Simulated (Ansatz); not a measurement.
# CF₂I radical: geometry and frequencies at several levels

Aim: geometry and frequencies at several levels, for CF₂I radical, with the cost of each level. Spin multiplicity 2.

Program: Ansatz 0.2.0. Level of theory: the levels named in each step. These are calculated values, not measurements.

### 1 The starting structure

Bond lengths: F1–C2 1.325 Å, C2–F3 1.324 Å, C2–I4 2.042 Å. Angles: F1–C2–F3 113.8°, F1–C2–I4 123.1°, F3–C2–I4 123.1°.

As a file:

```xyz
4

F    -1.9976   -1.1495    0.2281
C    -1.2947   -0.0264    0.1913
F    -2.0234    1.0657    0.3656
I     0.7245    0.0155   -0.1070
```

### 2 A rough first relaxation, PBE-D4/def2-SVP

input.yaml reads:

```yaml
crystal:
  periodic: [false, false, false]
  atoms:
    - { symbol: F, position_ang: [-1.99756, -1.14948, 0.22806] }
    - { symbol: C, position_ang: [-1.29473, -0.02637, 0.19129] }
    - { symbol: F, position_ang: [-2.02343, 1.06567, 0.36559] }
    - { symbol: I, position_ang: [0.7245, 0.01545, -0.10695] }
magnetization:
  spin_polarized: true
  initial_magnetization: 1
basis:
  gaussian: { orbitals: def2-SVP }
hamiltonian:
  xc: pbe
  dispersion: d4
relax:
  f_tol: 0.03
  max_steps: 200
```

Launch:

```sh
ansatz run input.yaml --threads 2 --pin off --max-ram 5120MiB --backend cpu --events-out ev --progress --plain --runs-dir out
```

The runs that follow: Relaxation, HF/def2-SVP; Frequencies, HF/def2-SVP; Relaxation, LDA/def2-SVP; Frequencies, LDA/def2-SVP; Relaxation, PBE-D4/def2-SVP; Frequencies, PBE-D4/def2-SVP.

Before running it: what results should come out? Wanted: F1–C2 at PBE-D4/def2-SVP; C2–F3 at PBE-D4/def2-SVP; C2–I4 at PBE-D4/def2-SVP; frequencies at PBE-D4/def2-SVP.

**Answer**, as computed:

| quantity | value |
| --- | --- |
| F1–C2 at PBE-D4/def2-SVP | 1.323 Å |
| C2–F3 at PBE-D4/def2-SVP | 1.323 Å |
| C2–I4 at PBE-D4/def2-SVP | 2.174 Å |
| frequencies at PBE-D4/def2-SVP | 248 to 1214 cm⁻¹ |

**Reading.** The F–C distance spreads over 0.028 Å, from HF/def2-SVP (shortest) to PBE-D4/def2-SVP. No mode is imaginary, so the geometry is a minimum. Heavy atoms carry effective core potentials in def2 sets, and spin-orbit coupling is left out.
